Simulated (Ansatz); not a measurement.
**NbZn3: pressure against volume**

An exercise on one series of results from a longer session: the logs are not shown, and one member is left open.

Computed with Ansatz 0.2.0 (DFT PBEsol, scalar-relativistic, unless a step's input says otherwise).

### The structure to begin with

The structure is cubic, space group Pm-3m (No. 221). Conventional cell: a = 3.934 Å, b = 3.934 Å, c = 3.934 Å, α = 90.00°, β = 90.00°, γ = 90.00°. Around Nb (site symmetry m-3m) lie 12 Zn at 2.78 Å. Zn (site symmetry 4/mmm) is surrounded by 4 Nb at 2.78 Å and 8 Zn at 2.78 Å.

Coordinates:

```
CELL_PARAMETERS angstrom
3.93400 0.00000 0.00000
0.00000 3.93400 0.00000
0.00000 0.00000 3.93400
ATOMIC_POSITIONS crystal
Nb 0.00000 0.00000 0.00000
Zn 0.00000 0.50000 0.50000
Zn 0.50000 0.00000 0.50000
Zn 0.50000 0.50000 0.00000
```

Atoms are numbered in the order of the input: Nb1, Zn2, Zn3, Zn4.

Set-up of the first run:

The input, input.yaml:

```yaml
crystal:
  lattice:
    - [3.8808313202, 0.0, 0.0]
    - [0.0, 3.8808313202, 0.0]
    - [0.0, 0.0, 3.8808313202]
  atoms:
    - { symbol: Nb, position: [0.0, 0.0, 0.0] }
    - { symbol: Zn, position: [0.0, 0.5, 0.5] }
    - { symbol: Zn, position: [0.5, 0.0, 0.5] }
    - { symbol: Zn, position: [0.5, 0.5, 0.0] }
kpoints:
  mp_grid: { grid: [10, 10, 10] }
  band_path:
    path:
      - [0.0, 0.0, 0.0]
      - [0.0, 0.5, 0.0]
      - [0.5, 0.5, 0.0]
      - [0.0, 0.0, 0.0]
      - [0.5, 0.5, 0.5]
      - [0.0, 0.5, 0.0]
      - [0.5, 0.5, 0.5]
      - [0.5, 0.5, 0.0]
    npoints: 5
scf:
  occupations: { method: fermi_dirac, width: 0.05 }
hamiltonian:
  xc: pbesol
  pseudopotentials: { kind: all_electron, lapw: { basis_error: 0.001 } }
output:
  forces: true
  stress: true
  eigenvalues: true
```

Run with:

```
$ ansatz run input.yaml --threads 1 --pin off --max-ram 4096MiB --backend cpu --events-out ev --progress --plain --runs-dir out
```

Steps of the session up to this table: Volume × 0.96, LAPW; Volume × 0.96, PAW; Volume × 0.96, crystal datasets; Volume × 0.99, LAPW; Volume × 0.99, PAW; Volume × 0.99, crystal datasets; Volume × 1.02, LAPW; Volume × 1.02, PAW; Volume × 1.02, crystal datasets; Volume × 1.06, LAPW; Volume × 1.06, PAW; Volume × 1.06, crystal datasets.

One table of the session follows, with a row left open; its other results are not shown here.

| method | volume (Å³/atom) | pressure (GPa) |
| --- | --- | --- |
| LAPW | 14.612 | -0.32 |
| LAPW | 15.069 | -4.27 |
| LAPW | 15.525 | -7.59 |
| LAPW | 16.134 | -11.17 |
| PAW | 14.612 | -0.33 |
| PAW | 15.069 | ? |
| PAW | 15.525 | -7.59 |
| PAW | 16.134 | -11.17 |
| crystal datasets | 14.612 | -0.32 |
| crystal datasets | 15.069 | -4.27 |
| crystal datasets | 15.525 | -7.59 |
| crystal datasets | 16.134 | -11.17 |

Estimate the missing values for PAW, 15.069.

**Answer.** pressure (GPa): -4.28. In the column «pressure (GPa)» it lies between crystal datasets, 15.525 (-7.59) and LAPW, 15.069 (-4.27).

Limits of these values: Warnings in the runs' records: gradients without spin orbit, crystal datasets made.
